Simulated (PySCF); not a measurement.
# C6H7FO: the cost of one run

Computed with PySCF 2.14.0 and routines of our own; the level stands in each step. Atoms count from 0.

## 1. The system as given

15 atoms, charge 0, multiplicity 1; geometry from: GFN2-xTB.

## 2. Vibronic structure: TDDFT PBE/6-31+G*

What the job is given:

```
{"job": {"kind": "vib", "xc": "PBE", "basis": "6-31+G*", "tda": false}, "charge": 0, "multiplicity": 1}
F     -2.530643     1.421386     0.700830
C     -2.011781     0.193013     0.511537
C     -0.825284     0.010998    -0.041270
C      0.098829     1.117081    -0.454319
C      1.501188     0.751964    -0.054742
C      1.821985    -0.463907     0.364827
O      0.981812    -1.531093     0.431861
C     -0.251709    -1.362228    -0.244226
H     -2.684433    -0.584411     0.841916
H      0.042325     1.268431    -1.539320
H     -0.197923     2.054986     0.019819
H      2.245533     1.529104    -0.082535
H      2.809991    -0.731853     0.709315
H     -0.916462    -2.140790     0.135331
H     -0.087840    -1.524691    -1.320936
```

Level: TDDFT PBE/6-31+G* vertical-gradient vibronic structure (displaced harmonic oscillators, Condon), gas phase.

Launch:

```
OMP_NUM_THREADS=1 python excited_run.py task.json out
```

One launch serves the whole session: the jobs run in the order shown.

**Question.** How long does this first job take on 1 thread of Arm Neoverse N1, shared host, and how much memory does it need?

About 80 s, with a peak of 0.69 GiB.
